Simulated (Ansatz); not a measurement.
# ClFH3NSSi2: one species, many methods

The task here is to estimate one member of a computed series from the others.

Program: Ansatz 0.2.0, Gaussian basis. Level of theory: functionals in def2-TZVPP, the program's frozen cores in correlated methods. These are calculated values, not measurements.

Plan: LDA (SPW92), PBE-D4, revPBE-D4, BLYP-D4, r2SCAN-D4, B97M-V, PBE0-D4, B3LYP-D4, r2SCANh-D4, r2SCAN0-D4, HSE06-D4, BHLYP-D4, CAM-B3LYP-D4, LC-ωPBE, ωB97X-V, ωB97M-V, B2PLYP, PBE-QIDH; CCSD(T)/def2-SVP; CCSD(T)/def2-TZVPP; MP2/def2-QZVPP; extrapolation to the limit; RPA on PBE.

## Structure used throughout

All runs share one geometry, relaxed beforehand with PBE0-D4 in a triple-zeta def2 set.

SMILES `N[Si@@H]1S[Si@]1(F)Cl`, 9 atoms, charge 0, spin multiplicity 1.

Atoms are counted from 1 here; the program's logs count them from 0.

Bond lengths: N1–Si2 1.694 Å, N1–H7 1.006 Å, N1–H8 1.007 Å, Si2–S3 2.202 Å, Si2–Si4 2.225 Å, Si2–H9 1.478 Å, S3–Si4 2.106 Å, Si4–F5 1.589 Å, Si4–Cl6 2.040 Å. Angles: Si2–N1–H7 122.6°, Si2–N1–H8 121.3°, H7–N1–H8 112.7°, N1–Si2–S3 120.4°, N1–Si2–Si4 125.0°, N1–Si2–H9 107.6°, S3–Si2–Si4 56.8°, S3–Si2–H9 112.7°, Si4–Si2–H9 124.2°, Si2–S3–Si4 62.2°, Si2–Si4–S3 61.0°, Si2–Si4–F5 126.2°, Si2–Si4–Cl6 124.1°, S3–Si4–F5 116.2°, S3–Si4–Cl6 116.6°, F5–Si4–Cl6 105.4°.

Set-up of the first run:

Contents of in.yaml:

```yaml
crystal:
  periodic: [false, false, false]
  atoms:
    - {symbol: N, position_ang: [1.071918, -1.441417, 0.503385]}
    - {symbol: Si, position_ang: [0.712278, 0.191173, 0.230232]}
    - {symbol: S, position_ang: [-0.948983, 1.160632, 1.301975]}
    - {symbol: Si, position_ang: [-1.118865, 0.943338, -0.785601]}
    - {symbol: F, position_ang: [-1.240793, 2.288024, -1.623098]}
    - {symbol: Cl, position_ang: [-2.625761, -0.254116, -1.460193]}
    - {symbol: H, position_ang: [0.375024, -2.165867, 0.457362]}
    - {symbol: H, position_ang: [1.886509, -1.717639, 1.026151]}
    - {symbol: H, position_ang: [1.977072, 0.949673, 0.332887]}
basis:
  gaussian: {orbitals: def2-TZVPP}
hamiltonian: {xc: lda}
output: {orbitals: {seedname: orbitals}}
```

Launch:

```
$ ansatz run in.yaml --threads 4 --pin off --events-out ev --progress --plain --max-ram 10444MiB
```

Steps of the session up to this table: LDA; PBE-D4 (GGA); revPBE-D4 (GGA); BLYP-D4 (GGA); r2SCAN-D4 (meta-GGA); B97M-V (meta-GGA); PBE0-D4 (hybrid); B3LYP-D4 (hybrid); r2SCANh-D4 (hybrid); r2SCAN0-D4 (hybrid); HSE06-D4 (hybrid); BHLYP-D4 (hybrid); CAM-B3LYP-D4 (range-separated); LC-ωPBE (range-separated); ωB97X-V (range-separated); ωB97M-V (range-separated); B2PLYP (double hybrid); PBE-QIDH (double hybrid).

One of the session's tables, all rows but one given; the rest of the session is left out.

It belongs to the step «Orbital energies across the functionals». 

```
  functional  HOMO (eV)  gap (eV)
 LDA (SPW92)          ?         ?
      PBE-D4      -5.97      4.39
   revPBE-D4      -5.92      4.42
     BLYP-D4      -5.82      4.44
   r2SCAN-D4      -6.21      4.85
      B97M-V      -6.26      4.82
     PBE0-D4      -7.09      6.32
    B3LYP-D4      -6.89      5.97
  r2SCANh-D4      -6.63      5.55
  r2SCAN0-D4      -7.24      6.60
    HSE06-D4      -6.70      5.56
    BHLYP-D4      -8.09      8.27
CAM-B3LYP-D4      -8.33      8.64
     LC-ωPBE      -9.59     10.98
     ωB97X-V      -9.28     10.57
     ωB97M-V      -9.07     10.13
```

Estimate the missing values for LDA (SPW92).

**Answer.** HOMO (eV): -6.11; gap (eV): 4.31. In the column «HOMO (eV)» it lies between r2SCAN-D4 (-6.21) and PBE-D4 (-5.97).
